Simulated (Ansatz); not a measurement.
# CoSiGe3: the cost of one run

Computed with Ansatz 0.2.0 (DFT PBE, scalar-relativistic, plane waves, PAW, unless a step's input says otherwise).

1 further run of the same task is left out (it didn't finish).

### 1 The system as given

It takes space group Pm-3m (No. 221, cubic). Conventional cell: a = 4.306 Å, b = 4.306 Å, c = 4.306 Å, α = 90.00°, β = 90.00°, γ = 90.00°. Co (site symmetry m-3m) is surrounded by 12 Ge at 3.04 Å. Si (site symmetry m-3m) has 6 Ge at 2.15 Å in its first shell of neighbours. Around Ge (site symmetry 4/mmm) lie 2 Si at 2.15 Å.

As a file:

```xyz
5
Lattice="4.3059 0.0000 0.0000 0.0000 4.3059 0.0000 0.0000 0.0000 4.3059" Properties=species:S:1:pos:R:3 pbc="T T T"
Co    0.0000    0.0000    0.0000
Si    2.1530    2.1530    2.1530
Ge    0.0000    2.1530    2.1530
Ge    2.1530    2.1530    0.0000
Ge    2.1530    0.0000    2.1530
```

Recipe of the guess: species swapped into a database cell of EuBRh3 (Pm-3m, No. 221), with Co on the Eu sites, Si on the B sites and Ge on the Rh sites. Lengths come from tabulated atomic sizes and are only a guess.

### 2 A first look at the guess

The input, input.yaml:

```yaml
crystal:
  lattice:
    - [4.30593725, 0.0, 0.0]
    - [0.0, 4.30593725, 0.0]
    - [0.0, 0.0, 4.30593725]
  atoms:
    - { symbol: Co, position: [0.0, 0.0, 0.0], spin: 3.0 }
    - { symbol: Si, position: [0.5, 0.5, 0.5] }
    - { symbol: Ge, position: [0.0, 0.5, 0.5] }
    - { symbol: Ge, position: [0.5, 0.5, 0.0] }
    - { symbol: Ge, position: [0.5, 0.0, 0.5] }
basis:
  ecutwfc: 420
kpoints:
  mp_grid: { grid: [4, 4, 4] }
hamiltonian:
  xc: pbe
scf:
  occupations: { method: gaussian, width: 0.1 }
  lower_state_search: "off"
output:
  forces: true
  stress: true
  eigenvalues: true
  populations: true
magnetization:
  spin_polarized: true
```

Launch:

```console
$ ansatz run input.yaml --threads 1 --pin off --max-ram 2560MiB --backend cpu --events-out ev --progress --plain --runs-dir out
```

What time and memory should one allow on 1 thread of Intel Xeon at 2.50GHz (Skylake/Cascade Lake), shared host?

About 14 s, with a peak of 0.42 GiB.
